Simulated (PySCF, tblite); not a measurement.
# C7H9 radical: geometry, infrared bands and EPR parameters

What infrared bands and EPR parameters should C7H9 radical (`[CH2]C1=C[C@@H]2C[C@@H]2C1`) show?

Programs: tblite 0.8.0 and PySCF 2.14.0, with density-fitted response routines of our own. Each step states its level of theory. These are calculated values for one molecule in the gas phase, unless marked as measured. Atoms count from 0, in the outputs and in this text.

## Step 1: The molecule as given

16 atoms, charge 0, multiplicity 2; geometry from: force field or distance geometry start.

Bonds of the start (Å): C0–C1 1.44, C1–C2 1.35, C2–C3 1.48, C3–C4 1.49, C4–C5 1.50, C5–C6 1.53, C6–C1 1.51, C5–C3 1.51, C0–H7 1.08, C0–H8 1.08, C2–H9 1.07, C3–H10 1.09, C4–H11 1.09, C4–H12 1.09, C5–H13 1.07, C6–H14 1.09, C6–H15 1.11.

## Step 2: Geometry optimisation with GFN2-xTB

The job: settings as JSON, then the geometry in Å.

```
{"job": {"kind": "relax", "xc": "GFN2-xTB", "basis": "xTB"}, "charge": 0, "multiplicity": 2}
C      2.480100     0.372500    -0.359400
C      1.102200     0.103400    -0.057100
C      0.550900    -1.115100     0.104100
C     -0.893200    -1.050000     0.416200
C     -1.874100    -0.480000    -0.548500
C     -1.223100     0.424200     0.455400
C      0.066000     1.181600     0.152200
H      3.185700    -0.427800    -0.494600
H      2.811500     1.396500    -0.465600
H      1.063300    -2.053700     0.005000
H     -1.249000    -1.681800     1.234700
H     -1.583800    -0.393900    -1.594700
H     -2.926900    -0.714600    -0.408300
H     -1.792900     0.823300     1.274600
H     -0.056700     1.803200    -0.739500
H      0.332400     1.821100     1.014000
```

Launch:

```console
$ OMP_NUM_THREADS=1 python probes_run.py task.json out
```

The driver reads the jobs from task.json and runs them one after another.

**Question.** This job is followed by: GFN2-xTB harmonic vibrations, gas phase; UKS B3LYP, pcH-1 on C H, non-relativistic, mean-field spin-orbit, GIAO. Predict these results of the whole session: strongest single infrared mode (GFN2-xTB); zero-point energy (GFN2-xTB); g(iso) (B3LYP); ⟨S²⟩; largest a(iso) (averaged by class); potential on the surface of density 0.002 e/bohr³, 1st and 99th percentile.

The runs gave:

```
                                                                  quantity                 value
                                 strongest single infrared mode (GFN2-xTB)  3099 cm⁻¹, 52 km/mol
                                              zero-point energy (GFN2-xTB)         84.3 kcal/mol
                                                            g(iso) (B3LYP)               2.00262
                                                                      ⟨S²⟩    0.775 (exact 0.75)
                                        largest a(iso) (averaged by class)   13C on C2, 55.1 MHz
potential on the surface of density 0.002 e/bohr³, 1st and 99th percentile    -0.75 V and 0.74 V
```

In words: The optimisation took 55 steps and gained 0.271 eV; among the close pairs (by a distance rule), C0–C1 changed most, from 1.436 to 1.363 Å. No mode is imaginary among the 42: a minimum at this level. The strongest single mode, at 3099 cm⁻¹, moves mainly H11 and H12. GFN2-xTB is a fitted tight-binding method: band positions and strengths are rough. Its intensities can rank the bands wrongly. The largest spin populations lie on C2 (0.65 e), C0 (0.63 e). The isotropic g lies 0.3 ppt above the free-electron value. The conformer search found further structures of the same energy, which may be mirror or relabelled copies of this one.
